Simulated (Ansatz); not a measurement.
**TiHg: further runs on the relaxed cell**

The task here is to estimate one member of a computed series from the others.

Method: DFT r2SCAN, scalar-relativistic, plane waves, PAW, in Ansatz 0.2.0.

1 further run of the same task is left out (set aside as unsound or not needed).

### The starting structure

The structure is tetragonal, space group P4/mmm (No. 123). Conventional cell: a = 2.985 Å, b = 2.985 Å, c = 4.109 Å, α = 90.00°, β = 90.00°, γ = 90.00°. Around Ti (site symmetry 4/mmm) lie 8 Hg at 2.95 Å and 4 Ti at 2.98 Å. Hg (site symmetry 4/mmm) has 8 Ti at 2.95 Å and 4 Hg at 2.98 Å in its first shell of neighbours.

Coordinates:

```
CELL_PARAMETERS angstrom
2.98491 0.00000 0.00000
0.00000 2.98491 0.00000
0.00000 0.00000 4.10862
ATOMIC_POSITIONS crystal
Ti 0.50000 0.50000 0.50000
Hg 0.00000 0.00000 0.00000
```

This cell was relaxed beforehand with the same method: volume 18.30 Å³/atom, gap on the mesh none (metal).

Set-up of the first run:

The input, input.yaml:

```yaml
crystal:
  lattice:
    - [2.9849054884, 0.0, 0.0]
    - [0.0, 2.9849054884, 0.0]
    - [0.0, 0.0, 4.108622547]
  atoms:
    - { symbol: Ti, position: [0.5, 0.5, 0.5] }
    - { symbol: Hg, position: [0.0, 0.0, 0.0] }
basis:
  ecutwfc: 500
kpoints:
  mp_grid: { grid: [14, 14, 10] }
  band_path:
    path:
      - [[0.0, 0.0, 0.0], [0.0, 0.5, 0.0], [0.5, 0.5, 0.0], [0.0, 0.0, 0.0], [0.0, 0.0, 0.5], [0.0, 0.5, 0.5], [0.5, 0.5, 0.5], [0.0, 0.0, 0.5]]
      - [[0.0, 0.5, 0.0], [0.0, 0.5, 0.5]]
      - [[0.5, 0.5, 0.0], [0.5, 0.5, 0.5]]
    npoints: 14
hamiltonian:
  xc: r2scan
scf:
  occupations: { method: gaussian, width: 0.1 }
  n_extra_bands: 6
output:
  forces: true
  stress: true
  eigenvalues: true
  populations: true
  dos: { projected: true, de: 0.02, nscf_kmesh: { grid: [21, 21, 15] } }
  bader: true
  write_density: true
  write_potential: true
  elf: true
  volumetric_format: npy
```

Launch:

```sh
$ ansatz run input.yaml --threads 1 --pin off --max-ram 2560MiB --backend cpu --events-out ev --progress --plain --runs-dir out
```

Among the steps run: Static run: bands, density of states and charges; Back to the database's cell; Point at V/V0 = 0.97; Volume × 1.03; Volume × 0.94; Volume × 1.06; Volume × 0.91; Point at V/V0 = 1.10; Volume × 0.88.

One table of the session follows, with a row left open; its other results are not shown here.

It belongs to the step «Energy against volume». 

```
volume (Å³/atom)  energy above the lowest point (meV/atom)  pressure (GPa)
          16.107                                     125.3           20.75
          16.656                                      66.0           14.13
          17.205                                      27.4            8.58
          17.754                                       6.4            3.91
          18.303                                       0.0           -0.01
          18.852                                       5.9           -3.30
          19.401                                         ?               ?
          20.134                                      57.2           -9.04
```

Q: Estimate the row for volume (Å³/atom) = 19.401 from the others.

Worked estimate for «energy above the lowest point (meV/atom)». A straight line through the neighbours (18.852, 5.9) and (20.134, 57.2) gives 5.9 + (57.2 − 5.9) × (19.401 − 18.852) / (20.134 − 18.852) = 27.9; a parabola fitted to 3 rows on both sides gives 21.4.

The run gave: energy above the lowest point (meV/atom): 22.3; pressure (GPa): -6.05. In «energy above the lowest point (meV/atom)» the line misses by +5.6 and the parabola by -0.9.
